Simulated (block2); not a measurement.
# KCl (SMILES [Cl][K]): DMRG/STO-6G

What is the vertical ionisation energy of KCl at DMRG/STO-6G? 

Program for the calculation: block2 0.5.4.

3 further runs of the same task are left out: 1 that didn't finish, 2 set aside as unsound or not needed. Runs told in other sessions of the task aren't counted.

### 1 Starting point

KCl has 2 atoms, charge 0, and is taken as a singlet. As SMILES, `[Cl][K]`. Geometry: a GFN2-xTB relaxation, a rough one for these elements and not checked as a minimum.

Bond lengths: Cl1–K2 2.579 Å.

### 2 The energy at DMRG/STO-6G

integrals.py reads:

```python
from pyscf import ao2mo, cc, dft, gto, mcscf, mp, scf
from pyscf.tools import fcidump

mol = gto.M(atom="""
Cl     1.097730    -0.389650     0.553160
K     -1.097730     0.389650    -0.553160
""", basis="sto-6g", verbose=3)
print("nao = %d" % (mol.nao))
mf = scf.RHF(mol)
mf.conv_tol = 1e-10
mf.max_cycle = 200
mf.kernel()
if not mf.converged:
    mf = mf.newton().run(mf.mo_coeff, mf.mo_occ)
print("reference energy = %.10f" % (mf.e_tot))
# single-reference ladder for comparison
ref = mf
pt = mp.MP2(ref, frozen=10).run()
mycc = cc.CCSD(ref, frozen=10)
mycc.max_cycle = 150
mycc.kernel()
print("MP2 total energy = %.10f" % (pt.e_tot))
if mycc.converged:
    print("E(CCSD) = %.10f" % (mycc.e_tot))
    print(f"CCSD(T) total energy = {mycc.e_tot + mycc.ccsd_t():.10f}")
    print("T1 = %.4f" % (mycc.get_t1_diagnostic()))
# a few density functionals on the same geometry and basis
ks = dft.RKS(mol, xc="m062x").set(conv_tol=1e-9, verbose=3).run()
if ks.converged:
    print("E(M06-2X) = %.8f" % (ks.e_tot))
ks = dft.RKS(mol, xc="hse06").set(conv_tol=1e-9, verbose=3).run()
if ks.converged:
    print(f"E(HSE06) = {ks.e_tot:.8f}")
ks = dft.RKS(mol, xc="camb3lyp").set(conv_tol=1e-9, verbose=3).run()
if ks.converged:
    print(f"E(CAM-B3LYP) = {ks.e_tot:.8f}")
ks = dft.RKS(mol, xc="tpss").set(conv_tol=1e-9, verbose=3).run()
if ks.converged:
    print("E(TPSS) = %.8f" % (ks.e_tot))
ks = dft.RKS(mol, xc="revpbe").set(conv_tol=1e-9, verbose=3).run()
if ks.converged:
    print("E(revPBE) = %.8f" % (ks.e_tot))
# rotate to MP2 natural orbitals
occ_no, mo = mcscf.addons.make_natural_orbitals(mp.MP2(mf, frozen=10).run())
mf.mo_coeff = mo
# FCIDUMP for the DMRG program
cas = mcscf.CASCI(mf, 12, 16)
h1, ecore = cas.get_h1eff()
fcidump.from_integrals("FCIDUMP", h1, cas.get_h2eff(), 12, 16, nuc=ecore, ms=0)
# exact diagonalisation in the same space
ci = mcscf.CASCI(mf, 12, (8, 8))
ci.fix_spin_(ss=0)
ci.fcisolver.conv_tol = 1e-10
ci.fcisolver.max_cycle = 200
ci.kernel()
print(f"FCI energy = {ci.e_tot:.10f}")
```

block.conf reads:

```
sym c1
orbitals FCIDUMP
nelec 16
spin 0
irrep 1
occ 2 2 2 2 2 2 2 2 0 0 0 0
cbias 0.1
schedule
0 25 1E-07 1E-03
3 50 1E-07 1E-04
5 75 1E-07 1E-04
7 100 1E-07 1E-05
10 100 1E-08 0.0
end
maxiter 16
sweep_tol 1E-07
fiedler
mem 2g
num_thrds 1
prefix ./tmp
outputlevel 1
onepdm
```

Command:

```bash
$ python integrals.py && block2main block.conf
```

Log:

```text
$ python integrals.py
nao = 22
converged SCF energy = -1055.2821308385
reference energy = -1055.2821308385
E(RMP2) = -1055.29981952397  E_corr = -0.0176886854757474
E(SCS-RMP2) = -1055.29967003355  E_corr = -0.0175391950523397
E(CCSD) = -1055.302393910393  E_corr = -0.02026307189529684
MP2 total energy = -1055.2998195240
E(CCSD) = -1055.3023939104
CCSD(T) correction = -0.000890085220775917
CCSD(T) total energy = -1055.3032839956
T1 = 0.0094
converged SCF energy = -1056.56618124282
E(M06-2X) = -1056.56618124
converged SCF energy = -1056.36369248581
E(HSE06) = -1056.36369249
converged SCF energy = -1056.624944506
E(CAM-B3LYP) = -1056.62494451
converged SCF energy = -1056.67723664543
E(TPSS) = -1056.67723665
converged SCF energy = -1056.44129303265
E(revPBE) = -1056.44129303
E(RMP2) = -1055.29981952397  E_corr = -0.0176886854757474
E(SCS-RMP2) = -1055.29967003355  E_corr = -0.0175391950523397
CASCI E = -1055.30331256282  E(CI) = -55.3205770355378  S^2 = 0.0000000
FCI energy = -1055.3033125628

$ block2main block.conf

********************************** INPUT START **********************************
sym                                                             c1
orbitals                                                   FCIDUMP
nelec                                                           16
spin                                                             0
irrep                                                            1
occ                                        2 2 2 2 2 2 2 2 0 0 0 0
cbias                                                          0.1
maxiter                                                         16
sweep_tol                                                    1E-07
fiedler
mem                                                             2g
num_thrds                                                        1
prefix                                                       ./tmp
outputlevel                                                      1
onepdm
schedule                  Sweep   0-   2 : Mmps =    25 Noise =     0.001 DavTol =     1e-07
                          Sweep   3-   4 : Mmps =    50 Noise =    0.0001 DavTol =     1e-07
                          Sweep   5-   6 : Mmps =    75 Noise =    0.0001 DavTol =     1e-07
                          Sweep   7-   9 : Mmps =   100 Noise =     1e-05 DavTol =     1e-07
                          Sweep  10-  15 : Mmps =   100 Noise =         0 DavTol =     1e-08
********************************** INPUT END   **********************************

SPIN ADAPTED - REAL DOMAIN - DOUBLE PREC
qc mpo type =  QCTypes.Conventional
 UseMainStack = 0 MinDiskUsage = 1 MinMemUsage = 0 IBuf = 0 OBuf = 0
 FPCompression: prec = 1.00e-16 chunk = 1024
 IMain = 0 B / 134 MB DMain = 0 B / 687 MB ISeco = 0 B / 57.2 MB DSeco = 0 B / 1.01 GB
 OpenMP = 1 TBB = 0 BLIS = 0 MKL = NONE  SeqType = Tasked AlignType = None MKLIntLen = 4
 THREADING = 2 layers : Global | Operator BatchedGEMM
 NUMBER : Global = 1 Operator = 1 Quanta = 0 MKL = 1
 COMPLEX = 1 SINGLE-PREC = 1 KSYMM = 0
using fiedler reorder =  [11 10  9  4  8  1  5  6  7  3  2  0]
read integral finished 0.005908892955631018
integral sym error =            0
MinMPOMemUsage =  False
MPS =  CCRRRRRRRRRR 0 2 < N=16 S=0 PG=0 >
GS INIT MPS BOND DIMS =       1     3    10    31    30    33    35    33    30    31    10     3     1
pre-mpo memory usage =  154 MB
build mpo start ...
build mpo finished ... Tread = 0.000 Twrite = 0.000 T = 0.008
simpl mpo start ...
simpl mpo finished ... Tread = 0.000 Twrite = 0.000 T = 0.023
GS MPO BOND DIMS =      17    24    35    50    69    92    69    50    35    24    17     1
build 1pdm mpo 0.055512258084490895
build identity mpo 0.05642592115327716
memory usage =  165 MB
para mpo finished 0.056931704049929976
env init finished 0.10827946895733476

Sweep =    0 | Direction =  forward | Bond dimension =   25 | Noise =  1.00e-03 | Dav threshold =  1.00e-07
Time elapsed =      0.103 | E =   -1055.2959906793 | DW = 7.26688e-06

Sweep =    1 | Direction = backward | Bond dimension =   25 | Noise =  1.00e-03 | Dav threshold =  1.00e-07
Time elapsed =      0.185 | E =   -1055.3016333124 | DE = -5.64e-03 | DW = 5.49664e-05

Sweep =    2 | Direction =  forward | Bond dimension =   25 | Noise =  1.00e-03 | Dav threshold =  1.00e-07
Time elapsed =      0.262 | E =   -1055.3022792172 | DE = -6.46e-04 | DW = 1.23850e-04

Sweep =    3 | Direction = backward | Bond dimension =   50 | Noise =  1.00e-04 | Dav threshold =  1.00e-07
Time elapsed =      0.368 | E =   -1055.3027186413 | DE = -4.39e-04 | DW = 1.29310e-06

Sweep =    4 | Direction =  forward | Bond dimension =   50 | Noise =  1.00e-04 | Dav threshold =  1.00e-07
Time elapsed =      0.516 | E =   -1055.3030080645 | DE = -2.89e-04 | DW = 8.83033e-06

Sweep =    5 | Direction = backward | Bond dimension =   75 | Noise =  1.00e-04 | Dav threshold =  1.00e-07
Time elapsed =      0.752 | E =   -1055.3031955323 | DE = -1.87e-04 | DW = 1.10548e-06

Sweep =    6 | Direction =  forward | Bond dimension =   75 | Noise =  1.00e-04 | Dav threshold =  1.00e-07
Time elapsed =      1.051 | E =   -1055.3032407619 | DE = -4.52e-05 | DW = 6.57515e-06

Sweep =    7 | Direction = backward | Bond dimension =  100 | Noise =  1.00e-05 | Dav threshold =  1.00e-07
Time elapsed =      1.457 | E =   -1055.3032761937 | DE = -3.54e-05 | DW = 6.71619e-07

Sweep =    8 | Direction =  forward | Bond dimension =  100 | Noise =  1.00e-05 | Dav threshold =  1.00e-07
Time elapsed =      1.908 | E =   -1055.3032978774 | DE = -2.17e-05 | DW = 1.64824e-06

Sweep =    9 | Direction = backward | Bond dimension =  100 | Noise =  1.00e-05 | Dav threshold =  1.00e-07
Time elapsed =      2.357 | E =   -1055.3033058231 | DE = -7.95e-06 | DW = 1.01979e-06

Sweep =   10 | Direction =  forward | Bond dimension =  100 | Noise =  0.00e+00 | Dav threshold =  1.00e-08
Time elapsed =      2.834 | E =   -1055.3033058235 | DE = -3.95e-10 | DW = 9.95922e-07

Final canonical form =  LLLLLLLLLLLC 10
DMRG Energy = -1055.303305823523942
npdm string = ['(C+D)0']

Build NPDM MPO | Nsites =    12 | Nmaxops =  2 | SymbolFree = T | Cutoff = 0.00e+00
 Site =     0 /    12 .. L =        4 R =        1 M =            0 Tmid = 0.000 T = 0.000
 Site =     1 /    12 .. L =        4 R =       23 M =           23 Tmid = 0.000 T = 0.000
 Site =     2 /    12 .. L =        4 R =       21 M =           21 Tmid = 0.000 T = 0.000
 Site =     3 /    12 .. L =        4 R =       19 M =           19 Tmid = 0.000 T = 0.000
 Site =     4 /    12 .. L =        4 R =       17 M =           17 Tmid = 0.000 T = 0.000
 Site =     5 /    12 .. L =        4 R =       15 M =           15 Tmid = 0.000 T = 0.000
 Site =     6 /    12 .. L =        4 R =       13 M =           13 Tmid = 0.000 T = 0.000
 Site =     7 /    12 .. L =        4 R =       11 M =           11 Tmid = 0.000 T = 0.000
 Site =     8 /    12 .. L =        4 R =        9 M =            9 Tmid = 0.000 T = 0.000
 Site =     9 /    12 .. L =        4 R =        7 M =            7 Tmid = 0.000 T = 0.000
 Site =    10 /    12 .. L =        4 R =        5 M =            5 Tmid = 0.000 T = 0.000
 Site =    11 /    12 .. L =        1 R =        4 M =            4 Tmid = 0.000 T = 0.000
Ttotal =      0.000

Expectation | Direction = backward | BRA bond dimension =  100 | KET bond dimension =  100
Time elapsed =      0.057
NPDM Sorting | Nsites =    12 | Nmaxops =  2 | DotSite = 2 | SymbolFree = T | Compressed = T | LowMem = F | Mem = 1.12 KB
Ttotal =      0.000

DMRG OCC =   2.000 1.999 1.998 1.998 1.996 1.996 1.996 1.985 0.015 0.006 0.006 0.005
```

It took 18 s on 1 thread of Arm Neoverse V2, shared host; peak memory 0.19 GiB.

### 3 The doublet cation: the energy at DMRG/STO-6G

make_fcidump.py reads:

```python
from pyscf import ao2mo, cc, dft, gto, mcscf, mp, scf
from pyscf.tools import fcidump

geom = """
Cl     2.07440906    -0.73633178     1.04532090
K     -2.07440906     0.73633178    -1.04532090
"""
mol = gto.M(
    atom=geom,
    basis="sto-6g",
    unit="bohr",
    charge=1,
    spin=1,
    verbose=4,
    max_memory=2000,
)
print("basis functions          = %d" % (mol.nao))
mf = scf.ROHF(mol)
mf.conv_tol = 1e-10
mf.max_cycle = 200
mf.kernel()
if not mf.converged:
    mf = mf.newton().run(mf.mo_coeff, mf.mo_occ)
print(f"reference energy         = {mf.e_tot:.10f}")
# MP2, CCSD and CCSD(T) with the same frozen core
ref = scf.UHF(mol).run(mf.make_rdm1(), conv_tol=1e-10)
pt = mp.MP2(ref, frozen=10).run()
mycc = cc.CCSD(ref, frozen=10)
mycc.max_cycle = 150
mycc.kernel()
print("MP2 total energy         = %.10f" % (pt.e_tot))
if mycc.converged:
    print("CCSD total energy        = %.10f" % (mycc.e_tot))
    print(f"CCSD(T) total energy     = {mycc.e_tot + mycc.ccsd_t():.10f}")
# a few density functionals on the same geometry and basis
ks = dft.UKS(mol, xc="m062x").set(conv_tol=1e-9, verbose=3).run(mf.make_rdm1())
if ks.converged:
    print("E(M06-2X)                = %.8f" % (ks.e_tot))
ks = dft.UKS(mol, xc="hse06").set(conv_tol=1e-9, verbose=3).run(mf.make_rdm1())
if ks.converged:
    print("E(HSE06)                 = %.8f" % (ks.e_tot))
ks = dft.UKS(mol, xc="camb3lyp").set(conv_tol=1e-9, verbose=3).run(mf.make_rdm1())
if ks.converged:
    print("E(CAM-B3LYP)             = %.8f" % (ks.e_tot))
ks = dft.UKS(mol, xc="tpss").set(conv_tol=1e-9, verbose=3).run(mf.make_rdm1())
if ks.converged:
    print(f"E(TPSS)                  = {ks.e_tot:.8f}")
ks = dft.UKS(mol, xc="revpbe").set(conv_tol=1e-9, verbose=3).run(mf.make_rdm1())
if ks.converged:
    print(f"E(revPBE)                = {ks.e_tot:.8f}")
# rotate to MP2 natural orbitals
occ_no, mo = mcscf.addons.make_natural_orbitals(mp.MP2(mf.to_uhf(), frozen=10).run())
mf.mo_coeff = mo
# FCIDUMP for the DMRG program
cas = mcscf.CASCI(mf, 12, 15)
h1, ecore = cas.get_h1eff()
fcidump.from_integrals("FCIDUMP", h1, cas.get_h2eff(), 12, 15, nuc=ecore, ms=1)
# exact diagonalisation in the same space
ci = mcscf.CASCI(mf, 12, (8, 7))
ci.fix_spin_(ss=0.75)
ci.fcisolver.conv_tol = 1e-10
ci.fcisolver.max_cycle = 200
ci.kernel()
print(f"FCI energy               = {ci.e_tot:.10f}")
```

input.conf reads:

```
sym c1
orbitals FCIDUMP
nelec 15
spin 1
irrep 1
occ 2 2 2 2 2 2 2 1 0 0 0 0
cbias 0.2
schedule
0 50 1E-09 1E-04
2 75 1E-09 1E-04
6 100 1E-09 1E-05
8 100 1E-10 0.0
end
maxiter 14
sweep_tol 1E-06
fiedler
mem 1g
num_thrds 1
prefix ./tmp
outputlevel 1
onepdm
```

Command:

```bash
$ python make_fcidump.py && block2main input.conf
```

Log:

```text
$ python make_fcidump.py

[INPUT] verbose = 4
[INPUT] num. atoms = 2
[INPUT] num. electrons = 35
[INPUT] charge = 1
[INPUT] spin (= nelec alpha-beta = 2S) = 1
[INPUT] symmetry False subgroup None
[INPUT] Mole.unit = bohr
[INPUT] Symbol           X                Y                Z      unit          X                Y                Z       unit  Magmom
[INPUT]  1 Cl     1.097730000678  -0.389649997652   0.553159998378 AA    2.074409060000  -0.736331780000   1.045320900000 Bohr   0.0
[INPUT]  2 K     -1.097730000678   0.389649997652  -0.553159998378 AA   -2.074409060000   0.736331780000  -1.045320900000 Bohr   0.0

nuclear repulsion = 66.2751140478348
number of shells = 12
number of NR pGTOs = 132
number of NR cGTOs = 22
basis = sto-6g
ecp = {}
CPU time:         0.43
basis functions          = 22

******** <class 'pyscf.scf.rohf.ROHF'> ********
method = ROHF
initial guess = minao
damping factor = 0
level_shift factor = 0
DIIS = <class 'pyscf.scf.diis.CDIIS'>
diis_start_cycle = 1
diis_space = 8
diis_damp = 0
SCF conv_tol = 1e-10
SCF conv_tol_grad = None
SCF max_cycles = 200
direct_scf = True
direct_scf_tol = 1e-13
chkfile to save SCF result = tmpqqko4ln9
max_memory 2000 MB (current use 103 MB)
num. doubly occ = 17  num. singly occ = 1
Set gradient conv threshold to 1e-05
[... 19 lines left out ...]
converged SCF energy = -1055.08422257749
reference energy         = -1055.0842225775
[... 44 lines left out ...]
converged SCF energy = -1055.08428013349  <S^2> = 0.75012052  2S+1 = 2.0001205
[... 22 lines left out ...]
Init t2, MP2 energy = -0.0128445065955435
[... 10 lines left out ...]
UCCSD converged
[... 1 line left out ...]
MP2 total energy         = -1055.0971246400
CCSD total energy        = -1055.0986883650
[... 1 line left out ...]
CCSD(T) total energy     = -1055.0990902114
[... 9 lines left out ...]
converged SCF energy = -1056.31163659005  <S^2> = 0.75011981  2S+1 = 2.0001198
[... 10 lines left out ...]
converged SCF energy = -1056.10934860723  <S^2> = 0.7500339  2S+1 = 2.0000339
[... 10 lines left out ...]
converged SCF energy = -1056.37185784416  <S^2> = 0.75005773  2S+1 = 2.0000577
[... 10 lines left out ...]
converged SCF energy = -1056.42236065817  <S^2> = 0.7500207  2S+1 = 2.0000207
[... 11 lines left out ...]
WARN: HOMO -0.431218258180956 >= LUMO -0.43121632669084
[... 1 line left out ...]
converged SCF energy = -1056.19703252155  <S^2> = 0.7501706  2S+1 = 2.0001706
[... 15 lines left out ...]
sorting_mo_energy = False
[... 14 lines left out ...]
CASCI converged
[... 1 line left out ...]
FCI energy               = -1055.1102244055
[... 36 lines left out ...]
integral sym error =            0
[... 27 lines left out ...]
Sweep =    4 | Direction =  forward | Bond dimension =   75 | Noise =  1.00e-04 | Dav threshold =  1.00e-09
Time elapsed =      3.780 | E =   -1055.1102225333 | DE = -2.61e-07 | DW = 4.47735e-07

Sweep =    5 | Direction = backward | Bond dimension =   75 | Noise =  1.00e-04 | Dav threshold =  1.00e-09
Time elapsed =      4.563 | E =   -1055.1102225334 | DE = -1.47e-10 | DW = 5.67292e-07

Sweep =    6 | Direction =  forward | Bond dimension =  100 | Noise =  1.00e-05 | Dav threshold =  1.00e-09
Time elapsed =      5.573 | E =   -1055.1102237281 | DE = -1.19e-06 | DW = 6.76554e-08

Sweep =    7 | Direction = backward | Bond dimension =  100 | Noise =  1.00e-05 | Dav threshold =  1.00e-09
Time elapsed =      6.693 | E =   -1055.1102238054 | DE = -7.73e-08 | DW = 1.00876e-07

Sweep =    8 | Direction =  forward | Bond dimension =  100 | Noise =  0.00e+00 | Dav threshold =  1.00e-10
Time elapsed =      7.838 | E =   -1055.1102238390 | DE = -3.36e-08 | DW = 3.51285e-08

Final canonical form =  LLLLLLLLLLLC 10
DMRG Energy = -1055.110223839022865
npdm string = ['(C+D)0']

Build NPDM MPO | Nsites =    12 | Nmaxops =  2 | SymbolFree = T | Cutoff = 0.00e+00
 Site =     0 /    12 .. L =        4 R =        1 M =            0 Tmid = 0.000 T = 0.000
 Site =     1 /    12 .. L =        4 R =       23 M =           23 Tmid = 0.000 T = 0.000
 Site =     2 /    12 .. L =        4 R =       21 M =           21 Tmid = 0.000 T = 0.000
 Site =     3 /    12 .. L =        4 R =       19 M =           19 Tmid = 0.000 T = 0.000
 Site =     4 /    12 .. L =        4 R =       17 M =           17 Tmid = 0.000 T = 0.000
 Site =     5 /    12 .. L =        4 R =       15 M =           15 Tmid = 0.000 T = 0.000
 Site =     6 /    12 .. L =        4 R =       13 M =           13 Tmid = 0.000 T = 0.000
 Site =     7 /    12 .. L =        4 R =       11 M =           11 Tmid = 0.000 T = 0.000
 Site =     8 /    12 .. L =        4 R =        9 M =            9 Tmid = 0.000 T = 0.000
 Site =     9 /    12 .. L =        4 R =        7 M =            7 Tmid = 0.000 T = 0.000
 Site =    10 /    12 .. L =        4 R =        5 M =            5 Tmid = 0.000 T = 0.000
 Site =    11 /    12 .. L =        1 R =        4 M =            4 Tmid = 0.000 T = 0.000
Ttotal =      0.000

Expectation | Direction = backward | BRA bond dimension =  100 | KET bond dimension =  100
Time elapsed =      0.068
NPDM Sorting | Nsites =    12 | Nmaxops =  2 | DotSite = 2 | SymbolFree = T | Compressed = T | LowMem = F | Mem = 1.12 KB
Ttotal =      0.000

DMRG OCC =   1.010 1.999 2.000 1.999 1.997 1.988 1.995 1.998 0.004 0.004 0.004 0.003
```

Wall time 25 s (1 thread of Arm Neoverse V2, shared host); peak memory 0.2 GiB.

### 4 Outcome

Level: DMRG/STO-6G, 10 core orbitals frozen.

```
                                          quantity           value
                  run 1, DMRG/STO-6G: total energy  -1055.30331 Eh
run 1, DMRG/STO-6G: T1 diagnostic of the CCSD step           0.009
                      doublet cation: total energy  -1055.11022 Eh
vertical ionisation energy (to the doublet cation)        5.254 eV
```

In words: The vertical ionisation energy comes to 5.25 eV (507 kJ/mol). In a minimal basis such a difference can be off by several eV, whatever the method.
